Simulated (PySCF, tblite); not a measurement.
# C₅H₁₂BNO₂: geometry, infrared bands and NMR shifts

What infrared bands and NMR shifts should C₅H₁₂BNO₂ (`C=C(C)COB(N)OC`) show?

The runs use tblite 0.8.0 and PySCF 2.14.0, with density-fitted response routines of our own; the level of theory stands in each step. All values are computed, except where a source is named. Atoms are numbered from 0 throughout.

### Step 1. Starting geometry

21 atoms, charge 0, multiplicity 1; geometry from: force field or distance geometry start.

Bonds of the start (Å): C0–C1 1.33, C1–C2 1.51, C1–C3 1.51, C3–O4 1.41, O4–B5 1.47, B5–N6 1.52, B5–O7 1.48, O7–C8 1.41, C0–H9 1.10, C0–H10 1.08, C2–H11 1.11, C2–H12 1.12, C2–H13 1.10, C3–H14 1.13, C3–H15 1.10, N6–H16 1.05, N6–H17 1.05, C8–H18 1.11, C8–H19 1.12, C8–H20 1.11.

### Step 2. Geometry optimisation with GFN2-xTB

Job settings and geometry (Å):

```
{"job": {"kind": "relax", "xc": "GFN2-xTB", "basis": "xTB"}, "charge": 0, "multiplicity": 1}
C     -2.328300    -0.535400    -1.375800
C     -2.086300    -0.145100    -0.125300
C     -3.116200    -0.367500     0.951700
C     -0.760800     0.504500     0.208900
O      0.271600    -0.444500     0.026200
B      1.562500     0.203900     0.291000
N      2.146600     0.177900     1.697800
O      2.289300     0.910400    -0.783300
C      3.109600    -0.023300    -1.456700
H     -3.288100    -0.998200    -1.629700
H     -1.605000    -0.387600    -2.162800
H     -3.366700    -1.449000     1.029700
H     -4.054700     0.193900     0.694600
H     -2.771500    -0.012000     1.938200
H     -0.775700     0.858300     1.277600
H     -0.638900     1.385900    -0.436400
H      2.286900     1.170500     1.998800
H      3.089800    -0.270600     1.640300
H      2.506600    -0.832200    -1.922400
H      3.890500    -0.440000    -0.777400
H      3.629700     0.517000    -2.272100
```

Command:

```sh
OMP_NUM_THREADS=1 python probes_run.py task.json out
```

The driver reads the jobs from task.json and runs them one after another.

**Question.** This job is followed by: GFN2-xTB harmonic vibrations, gas phase; GIAO PBE0/pcSseg-1 NMR shielding, non-relativistic, gas phase. Predict these results of the whole session: strongest single infrared mode (GFN2-xTB); zero-point energy (GFN2-xTB); 13C shifts against TMS (PBE0/pcSseg-1); 1H shifts against TMS (PBE0/pcSseg-1, means over atoms taken as alike); 17O shifts against H2O (PBE0/pcSseg-1); 11B shifts against BF3·OEt2 (PBE0/pcSseg-1); 15N shifts against NH3 (PBE0/pcSseg-1); surface potential, 1st and 99th percentile.

As calculated:

```
                                                              quantity                                   value
                             strongest single infrared mode (GFN2-xTB)                   1256 cm⁻¹, 447 km/mol
                                          zero-point energy (GFN2-xTB)                          107.9 kcal/mol
                                13C shifts against TMS (PBE0/pcSseg-1)      150.2, 116.7, 71.3, 53.1, 22.1 ppm
1H shifts against TMS (PBE0/pcSseg-1, means over atoms taken as alike)  5.40, 5.35, 4.37, 3.72, 1.73, 1.63 ppm
                                17O shifts against H2O (PBE0/pcSseg-1)                          86.7, 62.7 ppm
                           11B shifts against BF3·OEt2 (PBE0/pcSseg-1)                                19.5 ppm
                                15N shifts against NH3 (PBE0/pcSseg-1)                                47.8 ppm
                                 surface potential, 1st and 99th percentile                      -2.01 V and 1.56 V
```

What this shows: Relaxing lowered the energy by 2.103 eV in 208 steps; the close pair that moved most is B5–O7, from 1.477 to 1.369 Å. No mode is imaginary among the 57: a minimum at this level. The strongest single mode, at 1256 cm⁻¹, is spread over many atoms; the largest shares are those of B5, C1. Unscaled tight-binding wavenumbers are off by several per cent, some by more. Its intensities can rank the bands wrongly. At PBE0/pcSseg-1: The widest tensor belongs to C1: span 238 ppm, with a paramagnetic part of -230 ppm.
